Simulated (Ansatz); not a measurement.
# AlN: an axial (c/a) deformation path

This session takes AlN and sets out to look for other minima along an axial (c/a) path.

Method: DFT r2SCAN, scalar-relativistic, plane waves, PAW, in Ansatz 0.2.0.

## (1) The system as given

It takes space group P6_3mc (No. 186, hexagonal). Conventional cell: a = 3.111 Å, b = 3.111 Å, c = 4.978 Å, α = 90.00°, β = 90.00°, γ = 120.00°. Al (site symmetry 3m) is surrounded by 4 N at 1.89 to 1.92 Å. Around N (site symmetry 3m) lie 4 Al at 1.89 to 1.92 Å.

Coordinates:

```xyz
4
Lattice="3.1110 0.0000 0.0000 -1.5555 2.6942 0.0000 0.0000 0.0000 4.9780" Properties=species:S:1:pos:R:3 pbc="T T T"
Al    0.0000    1.7961    0.0000
Al    1.5555    0.8981    2.4890
N     0.0000    1.7961    1.9165
N     1.5555    0.8981    4.4055
```

The cell is taken as given, not relaxed at this level.

## (2) Zero of the scan

File input.yaml:

```yaml
crystal:
  lattice:
    - [3.1110021516, 0.0, 0.0]
    - [-1.5555010758, 2.6942068945, 0.0]
    - [0.0, 0.0, 4.978]
  atoms:
    - { symbol: Al, position: [0.3333333333, 0.6666666667, 0.0] }
    - { symbol: Al, position: [0.6666666667, 0.3333333333, 0.5] }
    - { symbol: "N", position: [0.3333333333, 0.6666666667, 0.385] }
    - { symbol: "N", position: [0.6666666667, 0.3333333333, 0.885] }
basis:
  ecutwfc: 500
kpoints:
  mp_grid: { grid: [12, 12, 6] }
hamiltonian:
  xc: r2scan
scf:
  occupations: { method: gaussian, width: 0.05 }
output:
  forces: true
  stress: true
  eigenvalues: true
  write_density: true
  write_potential: true
  elf: true
  volumetric_format: npy
```

Run with:

```sh
$ ansatz run input.yaml --threads 1 --pin off --max-ram 2560MiB --backend cpu --events-out ev --progress --plain --runs-dir out
```

## (3) Next: an axial (c/a) deformation path

At fixed volume and fractional coordinates, lengths along (0.000, 0.000, 1.000) are scaled against those across it; ρ is that ratio over its starting value.

## (4) Point ρ = 0.850

input.yaml: that of step 2 with these lines changed.

```diff
@@ -2,5 +2,5 @@
   lattice:
-    - [3.1110021516, 0.0, 0.0]
-    - [-1.5555010758, 2.6942068945, 0.0]
-    - [0.0, 0.0, 4.978]
+    - [3.2841829056, 0.0, 0.0]
+    - [-1.6420914528, 2.8441858269, 0.0]
+    - [0.0, 0.0, 4.4668445894]
   atoms:
```

## (5) Point ρ = 1.200

input.yaml: that of step 4 with these lines changed.

```diff
@@ -2,5 +2,5 @@
   lattice:
-    - [3.2841829056, 0.0, 0.0]
-    - [-1.6420914528, 2.8441858269, 0.0]
-    - [0.0, 0.0, 4.4668445894]
+    - [2.9275651106, 0.0, 0.0]
+    - [-1.4637825553, 2.535345757, 0.0]
+    - [0.0, 0.0, 5.6213728221]
   atoms:
@@ -22,5 +22 @@
   eigenvalues: true
-  write_density: true
-  write_potential: true
-  elf: true
-  volumetric_format: npy
```

## (6) Point ρ = 0.920

input.yaml: that of step 5 with these lines changed.

```diff
@@ -2,5 +2,5 @@
   lattice:
-    - [2.9275651106, 0.0, 0.0]
-    - [-1.4637825553, 2.535345757, 0.0]
-    - [0.0, 0.0, 5.6213728221]
+    - [3.1986817736, 0.0, 0.0]
+    - [-1.5993408868, 2.7701396745, 0.0]
+    - [0.0, 0.0, 4.7088346859]
   atoms:
```

## (7) At ρ = 1.100

input.yaml: that of step 6 with these lines changed.

```diff
@@ -2,5 +2,5 @@
   lattice:
-    - [3.1986817736, 0.0, 0.0]
-    - [-1.5993408868, 2.7701396745, 0.0]
-    - [0.0, 0.0, 4.7088346859]
+    - [3.0137189557, 0.0, 0.0]
+    - [-1.5068594779, 2.6099571755, 0.0]
+    - [0.0, 0.0, 5.3045679346]
   atoms:
```

## (8) ρ = 0.960

input.yaml: that of step 7 with these lines changed.

```diff
@@ -2,5 +2,5 @@
   lattice:
-    - [3.0137189557, 0.0, 0.0]
-    - [-1.5068594779, 2.6099571755, 0.0]
-    - [0.0, 0.0, 5.3045679346]
+    - [3.1536239158, 0.0, 0.0]
+    - [-1.5768119579, 2.731118425, 0.0]
+    - [0.0, 0.0, 4.8443522454]
   atoms:
```

## (9) Point ρ = 1.050

input.yaml: that of step 8 with these lines changed.

```diff
@@ -2,5 +2,5 @@
   lattice:
-    - [3.1536239158, 0.0, 0.0]
-    - [-1.5768119579, 2.731118425, 0.0]
-    - [0.0, 0.0, 4.8443522454]
+    - [3.0608159216, 0.0, 0.0]
+    - [-1.5304079608, 2.6507443444, 0.0]
+    - [0.0, 0.0, 5.1425804165]
   atoms:
@@ -22 +22,5 @@
   eigenvalues: true
+  write_density: true
+  write_potential: true
+  elf: true
+  volumetric_format: npy
```

## (10) Point ρ = 0.800

input.yaml: that of step 9 with these lines changed.

```diff
@@ -2,5 +2,5 @@
   lattice:
-    - [3.0608159216, 0.0, 0.0]
-    - [-1.5304079608, 2.6507443444, 0.0]
-    - [0.0, 0.0, 5.1425804165]
+    - [3.3512254781, 0.0, 0.0]
+    - [-1.675612739, 2.9022463978, 0.0]
+    - [0.0, 0.0, 4.2899103548]
   atoms:
@@ -22,5 +22 @@
   eigenvalues: true
-  write_density: true
-  write_potential: true
-  elf: true
-  volumetric_format: npy
```

## (11) Point ρ = 1.300

input.yaml: that of step 10 with these lines changed.

```diff
@@ -2,5 +2,5 @@
   lattice:
-    - [3.3512254781, 0.0, 0.0]
-    - [-1.675612739, 2.9022463978, 0.0]
-    - [0.0, 0.0, 4.2899103548]
+    - [2.8504878489, 0.0, 0.0]
+    - [-1.4252439245, 2.4685948904, 0.0]
+    - [0.0, 0.0, 5.9294870806]
   atoms:
```

(Steps that only read results are left out.)

What does the calculation give? Wanted: highest point.

**Answer**, as computed:

| quantity | value |
| --- | --- |
| highest point | 571.5 meV/atom at ρ = 1.300 |

The undisturbed cell stays the lowest of the sampled points. No sampled point inside the path is a dip, apart from those named. The gap on the mesh stays between 2.39 and 4.88 eV.
